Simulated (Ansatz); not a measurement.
Here is an Ansatz input file for C₂H₅FSi, SMILES FC1C[SiH2]1. Write the same calculation for the Python package.

```yaml
crystal:
  periodic: [false, false, false]
  atoms:
    - { symbol: F, position_ang: [-1.4816, 0.9297, 1.0263] }
    - { symbol: C, position_ang: [-0.7937, 0.5539, -0.0804] }
    - { symbol: C, position_ang: [0.651, 0.582, 0.055] }
    - { symbol: Si, position_ang: [-0.0597, -1.1261, -0.1037] }
    - { symbol: H, position_ang: [-1.2357, 0.9395, -0.9999] }
    - { symbol: H, position_ang: [1.1012, 0.7676, 1.0482] }
    - { symbol: H, position_ang: [1.3207, 0.8433, -0.778] }
    - { symbol: H, position_ang: [0.4, -1.6929, -1.3832] }
    - { symbol: H, position_ang: [0.1863, -1.8433, 1.1986] }
accuracy: medium
basis:
  gaussian:
    orbitals: def2-SVP
hamiltonian:
  xc: b3lyp
md:
  timestep: 1.0
  n_steps: 30
  ensemble: nve
  temperature: 800.0
  initial_velocities: maxwell_boltzmann
  seed: 79
```

The script, `c2h5fsi.py`:
```python
# -*- coding: utf-8 -*-
"""A short Born-Oppenheimer trajectory of C2H5FSi."""

import ansatz
from ase import Atoms
import numpy as np

atoms = Atoms(["F", "C", "C", "Si", "H", "H", "H", "H", "H"], positions=[
    (-1.4816, 0.9297, 1.0263),
    (-0.7937, 0.5539, -0.0804),
    (0.651, 0.582, 0.055),
    (-0.0597, -1.1261, -0.1037),
    (-1.2357, 0.9395, -0.9999),
    (1.1012, 0.7676, 1.0482),
    (1.3207, 0.8433, -0.778),
    (0.4, -1.6929, -1.3832),
    (0.1863, -1.8433, 1.1986),
])
molecule = ansatz.Crystal.molecule_from_ase(atoms)

base = (
    molecule.calculation()
    .basis(gaussian="def2-SVP")
    .functional("B3LYP")
    .accuracy("medium")
    .md("nve", timestep=1.0, steps=30, temperature=800, initial_velocities="maxwell_boltzmann", seed=79)
)
frames = []
out = base.session().plan().execute(on_event=lambda e: frames.append(e["data"]) if e["event"] == "md_step" else None)
print("t (fs)   E_pot (eV)      E_kin (eV)   T (K)   d(0-1) (A)")
for f in frames[::3]:
    xyz = np.array(f["positions_ang"])
    print(f"{f['time_fs']:6.2f} {f['lagrangian_ev']:14.5f} {f['e_kin_ev']:10.5f} {f['temperature_k']:8.1f} {np.linalg.norm(xyz[0] - xyz[1]):9.4f}")
kept = np.array([f["conserved_ev"] for f in frames])
print(f"conserved energy moves by at most {1000 * np.ptp(kept):.3f} meV")
symbols = [site.symbol for site in molecule.cartesian_sites]
with open("last_frame.xyz", "w") as handle:
    handle.write(f"{len(symbols)}\nt = {frames[-1]['time_fs']} fs\n")
    handle.writelines("{:2s} {:10.5f} {:10.5f} {:10.5f}\n".format(s, *xyz) for s, xyz in zip(symbols, frames[-1]["positions_ang"]))
```

```console
$ python c2h5fsi.py
t (fs)   E_pot (eV)      E_kin (eV)   T (K)   d(0-1) (A)
  0.00   -12742.32772    0.72386    800.0    1.3562
  3.00   -12742.22527    0.62799    694.1    1.3727
  6.00   -12742.23494    0.63325    699.9    1.3815
  9.00   -12742.22218    0.62311    688.7    1.3765
 12.00   -12742.25868    0.65767    726.9    1.3617
 15.00   -12742.18769    0.58492    646.4    1.3514
 18.00   -12741.92741    0.33029    365.0    1.3555
 21.00   -12741.91965    0.31838    351.9    1.3734
 24.00   -12741.96466    0.36654    405.1    1.4021
 27.00   -12742.07709    0.47535    525.4    1.4345
 30.00   -12742.11619    0.51720    571.6    1.4590
conserved energy moves by at most 7.944 meV
```

Reading the output:
- The settings weren't tested for convergence.
- The trajectory is only some femtoseconds long, so its temperature is not equilibrated; where the script doesn't relax first, it starts from a rough generated geometry.
- b3lyp holds the VWN-RPA fit, as in Gaussian; the form of ORCA and Turbomole is b3lyp5.
- The temperature counts the internal degrees of freedom alone.
- With hydrogen a step over 0.5 fs is long.
- Finished in 76 s on 1 thread of Arm Neoverse V2, with other jobs on the host, peak memory 0.23 GiB.

(A comment or docstring line of the script was reworded after the run, the code is as it ran; lines on the test bed's own set-up are left out of the output.)
